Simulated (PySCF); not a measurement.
# ErI2P5 (Er(P5)(I)2): the cost of one run

Computed with PySCF 2.14.0. Level: r2SCAN, Er lcecp-1-SVP with ECP57, P def2-SVP, I def2-SVP with ECP28; scalar-relativistic core potentials, no spin–orbit coupling.

6 further runs of the same task are left out: 2 for a known fault of the program, 3 that didn't finish, 1 set aside as unsound or not needed.

### Step 1. The system as given

8 atoms, charge 0, spin multiplicity 1.

Bond lengths: Er1–P2 3.074 Å, Er1–P3 3.059 Å, Er1–P4 3.064 Å, Er1–P5 3.064 Å, Er1–P6 3.059 Å, Er1–I7 2.819 Å, Er1–I8 2.818 Å, P2–P3 2.136 Å, P2–P6 2.136 Å, P3–P4 2.134 Å, P4–P5 2.136 Å, P5–P6 2.134 Å. Angles: P2–Er1–P3 40.8°, P2–Er1–P4 68.8°, P2–Er1–P5 68.8°, P2–Er1–P6 40.8°, P2–Er1–I7 85.6°, P2–Er1–I8 160.0°, P3–Er1–P4 40.8°, P3–Er1–P5 68.6°, P3–Er1–P6 68.4°, P3–Er1–I7 105.9°, P3–Er1–I8 126.7°, P4–Er1–P5 40.8°, P4–Er1–P6 68.6°, P4–Er1–I7 146.6°, P4–Er1–I8 92.5°, P5–Er1–P6 40.8°, P5–Er1–I7 146.6°, P5–Er1–I8 92.5° and more.

Coordinates:

```xyz
8
ErI2P5
Er   -0.0111    0.0000    0.0040
P     1.8301    0.0000    2.4651
P     0.5618    1.7187    2.4693
P    -1.4704    1.0681    2.4777
P    -1.4704   -1.0681    2.4777
P     0.5618   -1.7187    2.4693
I     2.3676    0.0000   -1.5084
I    -2.3694    0.0000   -1.5388
```

Formal oxidation states: Er +3. Each metal's 11 4f electrons lie in its core potential, so multiplicities, spins and levels count the valence alone. An earlier session relaxed this geometry at r2SCAN, Er lcecp-1-SVP with ECP57, P def2-SVP, I def2-SVP with ECP28 (singlet, point group Cs).

Its energy there is -2340.286281 Eh.

### Step 2. Atoms moved at random, σ = 0.15 Å

Contents of run.py (the lines that set the calculation):

```python
mol = gto.M(atom='''
Er     0.20174     0.12453    -0.05292
P      1.81177    -0.17931     2.38639
P      0.31161     1.85142     2.60744
P     -1.63221     0.99874     2.60612
P     -1.06396    -0.99527     2.63444
P      0.45386    -1.84466     2.27777
I      2.36062    -0.14378    -1.44953
I     -2.44344     0.18833    -1.69383''',
    basis={'Er': 'lcecp-1-SVP', 'P': 'def2-SVP', 'I': 'def2-SVP'},
    ecp={'Er': 'lcecp-1-SVP', 'I': 'def2-SVP'},
    charge=0, spin=0)
mf = dft.RKS(mol, xc='R2SCAN')
mf.grids.atom_grid = (50, 194)  # f atoms: unpruned, at least (60, 302)
mf = mf.density_fit()  # fitting sets: Er AutoAux, P def2-universal-JKFIT, I def2-universal-JKFIT
mf.conv_tol = 1e-08; mf.max_cycle = 55
mf.kernel(dm0)  # dm0: the density of the relaxed state
```

Run with:

```bash
$ OMP_NUM_THREADS=4 python run.py
```

**Question.** How long does this run take on 4 threads of Intel Xeon Platinum 8488C (Sapphire Rapids), shared host?

About 15 s.
